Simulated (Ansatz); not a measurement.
**NiMoIrPdW in Ansatz: the effect of functional**

NiMoIrPdW:

```
CELL_PARAMETERS angstrom
-1.37004 1.37004 9.71647
1.37004 -1.37004 9.71647
1.37004 1.37004 -9.71647
ATOMIC_POSITIONS crystal
Ni 0.19862 0.19862 0.00000
Mo 0.60922 0.60922 0.00000
Pd 0.79310 0.79310 0.00000
Ir 0.39944 0.39944 0.00000
W 0.99565 0.99565 0.00000
```

The cell was built by a generator and needn't be a form met in nature.

Alike in all runs:

| Property | Result |
| --- | --- |
| Program | Ansatz 0.2.0 |
| Task | band structure |
| Potentials or basis | Ansatz PAW |
| Cutoff | 420 eV (not typed: the program's choice for these potentials) |
| k mesh | 13 × 13 × 13 |
| Occupations | fermi-dirac, width 0.05 eV |
| Spin | collinear spin, ferromagnetic start |
| Starting moments | [1.0, 1.0, 0.0, 0.6, 0.0] μB |

```tsv
functional	pressure (GPa)	largest force (eV/Å)
PBE	?	?
BLYP	11.2	0.21
LDA	-14.7	0.26
```

Question: What does the run with functional PBE give?

Answer: Pressure 0.0 GPa; largest force 0.03 eV/Å.

Caveats: the starting moments weren't kept; the PAW data sets come from PBE, with cores solved anew for the run's functional, which leaves a small shift of forces and pressure (some runs).
